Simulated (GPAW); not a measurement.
The system is Co3Si.

```xyz
8
Lattice="4.9765 0.0000 0.0000 -2.4882 4.3097 0.0000 0.0000 0.0000 3.9728" Properties=species:S:1:pos:R:3 pbc="T T T"
Co    3.7263    0.7218    0.9932
Co    1.2501    0.7218    0.9932
Co    2.4882    2.8662    0.9932
Co   -1.2381    3.5880    2.9796
Co    1.2381    3.5880    2.9796
Co    0.0000    1.4435    2.9796
Si    0.0000    2.8732    0.9932
Si    2.4882    1.4366    2.9796
```

The cell comes from a database or a generator and needn't be the stable form of this composition.

Base run:

| Property | Result |
| --- | --- |
| Program | GPAW 26.7.0 |
| Functional | PBEsol |
| Potentials or basis | PAW data sets generated in the run's folder for this functional |
| Cutoff | 600 eV |
| Basis | pw |
| k mesh | 6 × 6 × 7 |
| Occupations | fermi-dirac, width 0.05 eV |
| Spin | collinear spin, ferromagnetic start |
| Starting moments | [2.0, 2.0, 2.0, 2.0, 2.0, 2.0, 0.0, 0.0] μB |

Its results: pressure -7.4 GPa; net moment 5.52 μB per cell; site moments Co +0.97; Si -0.06 μB; largest force 0.075 eV/Å.

Question: The run is repeated on the same cell with these changes: k mesh from 6 × 6 × 7 to 4 × 4 × 5. What comes out?

Answer: Pressure -8.5 GPa; net moment 4.67 μB per cell; site moments Co +0.82; Si -0.05 μB; largest force 0.007 eV/Å.

Caveats: some runs use coarse meshes.

Not every run made on this cell is shown here.
